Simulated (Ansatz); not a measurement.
**BeH+ (singlet): wave-function methods side by side at distance Be1–H2 = 1.068 Å, cc-pVQZ**

How much of the correlation energy of BeH+ (singlet) does each wave-function method recover here?

Method: cc-pVQZ, core rule «outside noble gas», up to 1 orbitals frozen; program: Ansatz 0.2.0, Gaussian basis.

Plan: UHF; CCSD(T) on RHF; BCCD(T) on RHF; Full CI.

41 further runs of the same task are left out: 21 for a known fault of the program, 15 that didn't finish, 5 set aside as unsound or not needed. Runs told in other sessions of the task aren't counted.

### Step 1. The geometry

The geometry derives from a PBE0/def2-TZVP stationary point (not a proven minimum). One bond is set to the value named and the two fragments are kept rigid.

2 atoms, charge 1, spin multiplicity 1.

Atoms are counted from 1 here; the program's logs count them from 0.

Bond lengths: Be1–H2 1.068 Å.

### Step 2. UHF

Input file in.yaml:

```yaml
crystal:
  periodic: [false, false, false]
  atoms:
    - {symbol: Be, position_ang: [0.000000, 0.000000, 0.000000]}
    - {symbol: H, position_ang: [0.000000, 0.000000, 1.068000]}
basis:
  gaussian: {orbitals: cc-pVQZ}
total_charge: 1
magnetization: {spin_polarized: true, initial_magnetization: 0}
hamiltonian: {xc: hf}
output: {orbitals: {seedname: orbitals}}
```

Started as:

```console
ansatz run in.yaml --threads 1 --pin off --events-out ev --progress --plain --max-ram 2393MiB
```

Further steps of the session: CCSD(T) on RHF; BCCD(T) on RHF; Full CI.

Before running them: what should the planned runs give, taken together? Wanted: FCI from the RHF energy; RMP2 from FCI; RCCSD from FCI; RCCSD(T) from FCI; T1 diagnostic; effectively unpaired electrons.

**Answer**, as computed:

```
                         quantity                     value
          FCI from the RHF energy                -1.0644 eV
                    RMP2 from FCI                +204.1 meV
                   RCCSD from FCI                   0.0 meV
                RCCSD(T) from FCI                   0.0 meV
levels within 1 kcal/mol (43 meV)  RCCSD, RCCSD(T), BCCD(T)
                    T1 diagnostic                     0.007
   effectively unpaired electrons                      0.01
```

RCCSD(T) lands 0.0 meV from the yardstick (0.0 % of the correlation energy). One determinant dominates. These misses are within one basis, not against nature. With two correlated electrons CCSD is exact in the basis.
